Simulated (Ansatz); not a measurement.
# BGeNH (quartet): wave-function methods side by side at a displaced geometry (v2), cc-pVDZ

The task here is to estimate one member of a computed series from the others.

Method: cc-pVDZ, core rule «outside noble gas», up to 16 orbitals frozen; program: Ansatz 0.2.0, Gaussian basis.

To be run: UHF; CCSD(T) on ROHF; CCSD(T) on UHF; BCCD(T) on ROHF; CISD as a restricted active space (open shells left free, so some higher excitations enter); CCSDT(Q) on ROHF; CCSDT(Q) on UHF.

27 further runs of the same task are left out: 14 that didn't finish, 13 set aside as unsound or not needed. Runs told in other sessions of the task aren't counted.

## The system

The geometry is a PBE0/def2-TZVP stationary point (not a proven minimum) with its atoms shifted at random (size 0.100 Å). No spin-orbit coupling is included. The filled d shell of Ge may be among the frozen orbitals whatever the setting's name suggests.

4 atoms, charge 0, spin multiplicity 4.

Atoms are counted from 1 here; the program's logs count them from 0.

Bond lengths: Ge1–B2 1.991 Å, B2–N3 1.234 Å, N3–H4 1.015 Å. Angles: Ge1–B2–N3 171.5°, B2–N3–H4 178.0°.

Set-up of the first run:

File in.yaml:

```yaml
crystal:
  periodic: [false, false, false]
  atoms:
    - {symbol: Ge, position_ang: [0.064568, 0.023749, -2.356558]}
    - {symbol: B, position_ang: [-0.100306, 0.032123, -0.372007]}
    - {symbol: N, position_ang: [-0.023685, -0.000301, 0.859260]}
    - {symbol: H, position_ang: [0.059423, -0.055571, 1.869305]}
basis:
  gaussian: {orbitals: cc-pVDZ}
magnetization: {spin_polarized: true, initial_magnetization: 3}
hamiltonian: {xc: hf}
output: {orbitals: {seedname: orbitals}}
```

Run with:

```console
$ ansatz run in.yaml --threads 1 --pin off --events-out ev --progress --plain --max-ram 2393MiB
```

Steps of the session up to this table: UHF; CCSD(T) on ROHF; CCSD(T) on UHF; BCCD(T) on ROHF; CISD as a restricted active space (open shells left free, so some higher excitations enter); CCSDT(Q) on ROHF; CCSDT(Q) on UHF.

One table of the session follows, with a row left open; its other results are not shown here.

It belongs to the step «Misses and costs». 

```
   method  from RCCSDT(Q) (kJ/mol)
     ROHF                   +836.6
      UHF                        ?
     RMP2                    +94.0
     UMP2                    +92.3
     CISD                   +110.9
    RCCSD                    +38.9
    UCCSD                    +36.9
 RCCSD(T)                     +5.3
 UCCSD(T)                     +3.5
  BCCD(T)                     +5.4
   RCCSDT                     +2.7
   UCCSDT                     +0.9
RCCSDT(Q)                        0
UCCSDT(Q)                     -2.2
```

Estimate the missing values for UHF.

As computed: from RCCSDT(Q) (kJ/mol): +831.5. In the column «from RCCSDT(Q) (kJ/mol)» it lies between CISD (+110.9) and ROHF (+836.6).

Caveats from the session: Restricted and unrestricted rows rest on different reference determinants; a gap between their highest levels can come from leftover correlation error, from unlike frozen cores or from another state.
